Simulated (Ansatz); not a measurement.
# C2H9GaOSi: vertical ionisation energy

One table from this session's results is given with a row withheld; the runs are named, their logs left out.

The runs use Ansatz 0.2.0, Gaussian basis; unrestricted cation, the program's frozen cores in correlated methods.

Levels to be run: UKS PBE-D4/def2-TZVPP; UKS r2SCAN-D4/def2-TZVPP; UKS PBE0-D4/def2-TZVPP; UKS B3LYP-D4/def2-TZVPP; UKS wB97X-V/def2-TZVPP; UKS wB97M-V/def2-TZVPP; UKS B2PLYP/def2-TZVPP; UHF-CCSD(T)/def2-TZVPP; UHF-MP2/def2-QZVPP; extrapolation to the limit; then −ε(HOMO) from the neutral's earlier runs with LDA (SPW92), PBE-D4, revPBE-D4, BLYP-D4, r2SCAN-D4, B97M-V, PBE0-D4, B3LYP-D4, r2SCANh-D4, r2SCAN0-D4, HSE06-D4, BHLYP-D4, CAM-B3LYP-D4, LC-ωPBE, ωB97X-V, ωB97M-V.

## Structure used throughout

All runs share one geometry, relaxed beforehand with PBE0-D4 in a triple-zeta def2 set.

14 atoms, charge 0, spin multiplicity 1.

Atoms are counted from 1 here; the program's logs count them from 0.

Bond lengths: C1–Ga2 1.959 Å, C1–H6 1.091 Å, C1–H7 1.093 Å, C1–H8 1.093 Å, Ga2–C3 1.954 Å, Ga2–O4 1.804 Å, C3–H9 1.092 Å, C3–H10 1.093 Å, C3–H11 1.090 Å, O4–Si5 1.622 Å, Si5–H12 1.490 Å, Si5–H13 1.495 Å, Si5–H14 1.489 Å. Angles: Ga2–C1–H6 112.2°, Ga2–C1–H7 109.9°, Ga2–C1–H8 109.8°, H6–C1–H7 108.8°, H6–C1–H8 108.8°, H7–C1–H8 107.2°, C1–Ga2–C3 133.3°, C1–Ga2–O4 114.8°, C3–Ga2–O4 112.0°, Ga2–C3–H9 109.7°, Ga2–C3–H10 109.4°, Ga2–C3–H11 112.6°, H9–C3–H10 107.3°, H9–C3–H11 109.2°, H10–C3–H11 108.5°, Ga2–O4–Si5 139.8°, O4–Si5–H12 110.5°, O4–Si5–H13 111.9° and more.

Set-up of the first run:

File in.yaml:

```yaml
crystal:
  periodic: [false, false, false]
  atoms:
    - {symbol: C, position_ang: [-1.053684, 1.593906, 0.577468]}
    - {symbol: Ga, position_ang: [0.245331, 0.128751, 0.629376]}
    - {symbol: C, position_ang: [1.511480, -0.490827, 1.982343]}
    - {symbol: O, position_ang: [0.303156, -0.883317, -0.862436]}
    - {symbol: Si, position_ang: [-0.411122, -0.992068, -2.314884]}
    - {symbol: H, position_ang: [-1.044557, 2.185989, 1.493247]}
    - {symbol: H, position_ang: [-0.839241, 2.250869, -0.268886]}
    - {symbol: H, position_ang: [-2.059332, 1.193086, 0.428303]}
    - {symbol: H, position_ang: [2.488350, -0.655372, 1.523376]}
    - {symbol: H, position_ang: [1.174016, -1.450131, 2.383178]}
    - {symbol: H, position_ang: [1.617192, 0.211909, 2.809314]}
    - {symbol: H, position_ang: [-1.113410, -2.298248, -2.455738]}
    - {symbol: H, position_ang: [-1.419176, 0.091739, -2.522101]}
    - {symbol: H, position_ang: [0.600997, -0.886285, -3.402541]}
basis:
  gaussian: {orbitals: def2-TZVPP}
total_charge: 1
magnetization: {spin_polarized: true, initial_magnetization: 1}
hamiltonian: {xc: pbe, dispersion: d4}
```

Launch:

```console
ansatz run in.yaml --threads 2 --pin off --events-out ev --progress --plain --max-ram 22528MiB --backend cuda --devices 0, --max-vram 18GiB
```

Steps of the session up to this table: Cation, UKS PBE-D4/def2-TZVPP; Cation, UKS r2SCAN-D4/def2-TZVPP; Cation, UKS PBE0-D4/def2-TZVPP; Cation, UKS B3LYP-D4/def2-TZVPP; Cation, UKS wB97X-V/def2-TZVPP; Cation, UKS wB97M-V/def2-TZVPP; Cation, UKS B2PLYP (frozen core)/def2-TZVPP; Cation, UHF-CCSD(T)/def2-TZVPP; Cation, UHF-MP2/def2-QZVPP.

One table of the session follows, with a row left open; its other results are not shown here.

It belongs to the step «Ionisation energies side by side». Orbital estimates, from the neutral's runs:

```
  functional  −ε(HOMO) (eV)
 LDA (SPW92)           6.59
      PBE-D4           6.44
   revPBE-D4           6.38
     BLYP-D4           6.32
   r2SCAN-D4           6.73
      B97M-V           6.84
     PBE0-D4           7.75
    B3LYP-D4           7.53
  r2SCANh-D4           7.22
  r2SCAN0-D4           7.94
    HSE06-D4           7.35
    BHLYP-D4           8.93
CAM-B3LYP-D4           9.10
     LC-ωPBE          10.45
     ωB97X-V          10.10
     ωB97M-V              ?
```

Estimate the missing values for ωB97M-V.

**Answer.** −ε(HOMO) (eV): 9.98. In the column «−ε(HOMO) (eV)» it lies between CAM-B3LYP-D4 (9.10) and ωB97X-V (10.10).

Caveats from the session: The cation may have settled in a state other than its lowest; no search over hole states beyond the program's own was made.
